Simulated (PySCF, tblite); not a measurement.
# benzocyclobutene (C8H8): geometry, infrared bands, NMR shifts, spin-spin couplings, electronic excitations and core binding energies

What infrared bands, NMR shifts, spin-spin couplings, electronic excitations and core binding energies should benzocyclobutene (C8H8) (`c1ccc2c(c1)CC2`) show?

Programs: tblite 0.8.0 and PySCF 2.14.0, with density-fitted response routines of our own. Each step states its level of theory. These are calculated values for one molecule in the gas phase, unless marked as measured. Atoms count from 0, in the outputs and in this text.

### Step 1. Starting geometry

16 atoms, charge 0, multiplicity 1; geometry from: force field or distance geometry start.

Bonds of the start (Å): C0–C1 1.40, C1–C2 1.39, C2–C3 1.39, C3–C4 1.36, C4–C5 1.38, C4–C6 1.50, C6–C7 1.57, C5–C0 1.41, C7–C3 1.49, C0–H8 1.08, C1–H9 1.10, C2–H10 1.08, C5–H11 1.08, C6–H12 1.10, C6–H13 1.10, C7–H14 1.10, C7–H15 1.10.

### Step 2. Relaxing the molecule with GFN2-xTB

Job settings and geometry (Å):

```
{"job": {"kind": "relax", "xc": "GFN2-xTB", "basis": "xTB"}, "charge": 0, "multiplicity": 1}
C      2.083400     0.331200    -0.503500
C      1.999200    -0.363600     0.706700
C      0.777400    -0.717300     1.272900
C     -0.358800    -0.332400     0.566800
C     -0.290200     0.343100    -0.605900
C      0.905500     0.698800    -1.186200
C     -1.778300     0.407900    -0.779400
C     -1.851400    -0.370500     0.582700
H      3.051200     0.590400    -0.915300
H      2.917500    -0.644400     1.235200
H      0.698600    -1.255600     2.204900
H      0.949000     1.236600    -2.120300
H     -2.236500     1.403400    -0.734700
H     -2.192800    -0.139200    -1.632900
H     -2.323700    -1.356300     0.500900
H     -2.357600     0.176800     1.396500
```

On the command line:

```
OMP_NUM_THREADS=1 python probes_run.py task.json out
```

This one command runs all jobs of the session in turn.

**Question.** This job is followed by: GFN2-xTB harmonic vibrations, gas phase; PBE0-D3(BJ)/def2-SVP geometry optimisation, gas phase; GIAO PBE0/pcSseg-1 NMR shielding, non-relativistic, gas phase; B3LYP/pcJ-1 indirect spin-spin coupling, non-relativistic, gas phase; TDDFT B3LYP/def2-SVPD, vertical, gas phase, core orbitals frozen in the response; GIAO KT2/pcSseg-1 NMR shielding, non-relativistic, gas phase; delta-SCF UKS SCAN, pcX-2 on the ionised atom, pcseg-1 elsewhere, spin-free X2C. Predict these results of the whole session: strongest single infrared mode (GFN2-xTB); zero-point energy (GFN2-xTB); point group; rotational constants (main isotopes); 13C shifts against TMS (PBE0/pcSseg-1, means over atoms taken as alike); 1H shifts against TMS (PBE0/pcSseg-1, means over atoms taken as alike); largest coupling of the table (B3LYP/pcJ-1); lowest singlet (B3LYP/def2-SVPD); brightest single state of those computed; lowest triplet; vertical ionisation energy (ΔSCF); C1s binding energies, SCAN/pcX-2; range of the shift of C0.

**Answer**, as computed:

```
                                                               quantity                                          value
                              strongest single infrared mode (GFN2-xTB)                          3077 cm⁻¹, 114 km/mol
                                           zero-point energy (GFN2-xTB)                                  82.5 kcal/mol
                                                            point group                                            C2v
                                   rotational constants (main isotopes)                           4.46, 2.09, 1.45 GHz
13C shifts against TMS (PBE0/pcSseg-1, means over atoms taken as alike)                  150.3, 132.7, 127.9, 31.1 ppm
 1H shifts against TMS (PBE0/pcSseg-1, means over atoms taken as alike)                           7.33, 7.18, 3.18 ppm
                            largest coupling of the table (B3LYP/pcJ-1)                       1J(C,H) C2–H10, 166.9 Hz
                                       lowest singlet (B3LYP/def2-SVPD)                    5.21 eV (238 nm), f = 0.030
                               brightest single state of those computed                    state 7, 6.83 eV, f = 0.716
                                                         lowest triplet                                        4.10 eV
                                      vertical ionisation energy (ΔSCF)                                        8.65 eV
                                       C1s binding energies, SCAN/pcX-2  C6 290.66, C2 290.04, C0 290.00, C3 289.86 eV
                                               range of the shift of C0                             122.2 to 132.7 ppm
```

Over 13 steps the energy fell by 0.088 eV; of the close pairs, C3–C4 changed most, 1.355 to 1.395 Å (GFN2-xTB). All 42 modes are real, so the xTB geometry is a minimum. The strongest single mode, at 3077 cm⁻¹, is carried by H10, H11, H8. Unscaled tight-binding wavenumbers are off by several per cent, some by more. Its intensities can rank the bands wrongly. The optimisation took 2 steps and gained 0.045 eV; among the close pairs (by a distance rule), C0–C1 changed most, from 1.386 to 1.401 Å (PBE0/def2-SVP). Of the pairs tabulated at B3LYP/pcJ-1, C2–H10 (mean over like pairs) couples most strongly (166.9 Hz; Fermi contact 165.7 Hz). Couplings across rotatable bonds belong to this one conformer; where others are populated, the observed values are averages. The first singlet state (HOMO→LUMO 0.70, HOMO−1→LUMO+1 0.30) lies at 5.21 eV and is weak; of the 10 states computed, the strongest absorption comes from state 7 at 6.83 eV. The lowest triplet lies 1.12 eV below the lowest singlet (triplets in Tamm-Dancoff, singlets in full TDDFT). The orbital energy would give 6.64 eV for ionisation, ΔSCF gives 8.65 eV. The C1s levels kept as sound span 0.79 eV, from C3 (substituted aromatic carbon) up to C6 (sp3 CH2 on an aromatic ring). Across the 2 runs the shift of C0 (with its like atoms) moves most, between 122.2 (KT2/pcSseg-1) and 132.7 ppm (PBE0/pcSseg-1).
